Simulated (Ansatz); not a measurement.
**BH₃OSe: single points off equilibrium**

The task here is to estimate one member of a computed series from the others.

The runs use Ansatz 0.2.0, Gaussian basis; single points in def2-TZVPP.

Correlated methods freeze the cores. Filled d shells of the heavier atoms are correlated.

**Where the work starts**

SMILES `B[Se]O`, 6 atoms, charge 0, spin multiplicity 1.

Atoms are counted from 1 here; the program's logs count them from 0.

Bond lengths: B1–Se2 1.874 Å, B1–H4 1.173 Å, B1–H5 1.163 Å, Se2–O3 1.821 Å, O3–H6 0.966 Å. Angles: Se2–B1–H4 117.1°, Se2–B1–H5 123.0°, H4–B1–H5 119.9°, B1–Se2–O3 101.8°, Se2–O3–H6 112.6°.

Geometry (Å):

```xyz
6
charge 0, multiplicity 1
B    -0.88880   -0.07660   -0.58260
Se    0.46320   -1.13440    0.16960
O     1.27630    0.04510    1.29430
H    -1.62160   -0.60060   -1.33400
H    -1.01160    1.05620   -0.34770
H     1.71720    0.76380    0.82390
```

Set-up of the first run:

Contents of run/in.yaml:

```yaml
crystal:
  periodic: [false, false, false]
  atoms:
    - {symbol: B, position_ang: [-0.888800, -0.076600, -0.582600]}
    - {symbol: Se, position_ang: [0.463200, -1.134400, 0.169600]}
    - {symbol: O, position_ang: [1.276300, 0.045100, 1.294300]}
    - {symbol: H, position_ang: [-1.621600, -0.600600, -1.334000]}
    - {symbol: H, position_ang: [-1.011600, 1.056200, -0.347700]}
    - {symbol: H, position_ang: [1.717200, 0.763800, 0.823900]}
basis:
  gaussian: {orbitals: def2-TZVPP}
correlation: {method: ccsd_t}
output: {forces: true}
```

No record of the launch command was kept for these runs.

Steps of the session up to this table: CCSD(T)/def2-TZVPP; PBE0-D4/def2-TZVPP; wB97M-V/def2-TZVPP; r2SCAN-D4/def2-TZVPP; PBE-D4/def2-TZVPP; LC-wPBE/def2-TZVPP; B97M-V/def2-TZVPP.

One of the session's tables, all rows but one given; the rest of the session is left out.

```
   method  RMS force component (eV/Å)  angle to CCSD(T) forces (°)  dipole (D)
  CCSD(T)                       0.294                    reference        1.25
  PBE0-D4                           ?                            ?           ?
  wB97M-V                       0.269                         16.0        1.31
r2SCAN-D4                       0.304                         16.6        1.25
   PBE-D4                       0.374                         37.6        1.18
  LC-wPBE                       0.375                         34.3        1.41
   B97M-V                       0.305                         21.5        1.21
```

**Question.** Estimate the row for PBE0-D4.

The run gave: RMS force component (eV/Å): 0.324; angle to CCSD(T) forces (°): 18.0; dipole (D): 1.28. In the column «RMS force component (eV/Å)» it lies between B97M-V (0.305) and PBE-D4 (0.374).
